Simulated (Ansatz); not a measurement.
**InP (F-43m): a single-point run**

Wanted: a converged single-point run for InP (F-43m), and a check of what comes out. The structure is shown as the input types it.

The COD entry's cell or inner coordinates are ideal or old and differ from later refinements, so a difference from it is no clean test against experiment.

Method: DFT PBE, scalar-relativistic, plane waves, PAW, in Ansatz 0.2.0.

**1. The starting structure**

The structure is cubic, space group F-43m (No. 216). The conventional cell has a = 5.861 Å, b = 5.861 Å, c = 5.861 Å, α = 90.00°, β = 90.00°, γ = 90.00°. In (site symmetry -43m) has 4 P at 2.54 Å in its first shell of neighbours. P (site symmetry -43m) is surrounded by 4 In at 2.54 Å.

As a file:

```xyz
2
Lattice="0.0000 2.9305 2.9305 2.9305 0.0000 2.9305 2.9305 2.9305 0.0000" Properties=species:S:1:pos:R:3 pbc="T T T"
In    0.0000    0.0000    0.0000
P     4.3958    4.3958    4.3958
```

**2. Running it**

The input, input.yaml:

```yaml
crystal:
  lattice:
    - [0.0, 2.9305005221, 2.9305005221]
    - [2.9305005221, 0.0, 2.9305005221]
    - [2.9305005221, 2.9305005221, 0.0]
  atoms:
    - { symbol: In, position: [0.0, 0.0, 0.0], spin: 2.0 }
    - { symbol: P, position: [0.75, 0.75, 0.75] }
basis:
  ecutwfc: 420
  ecutrho_ratio: 4
kpoints:
  mp_grid: { grid: [8, 8, 8] }
hamiltonian:
  xc: pbe
scf:
  occupations: { method: gaussian, width: 0.05 }
  max_iter: 60
output:
  forces: true
  stress: true
```

Run with:

```sh
ansatz run input.yaml --threads 4 --pin off --max-ram 8192MiB --backend cpu --events-out ev --progress --plain --runs-dir out
```

**Question.** How will this run end, and is anything wrong with its input?

The program refused the input before any cycle. It says: «inconsistent input (magnetization.spin_polarized): false but per-atom `spin:`, `per_species`, `initial_magnetization`, `magnetic_field`, or `spin_locking` is set»

Moments need two spin channels, and the input asks for one.

Fix: switch spin polarisation on, or remove the moments.
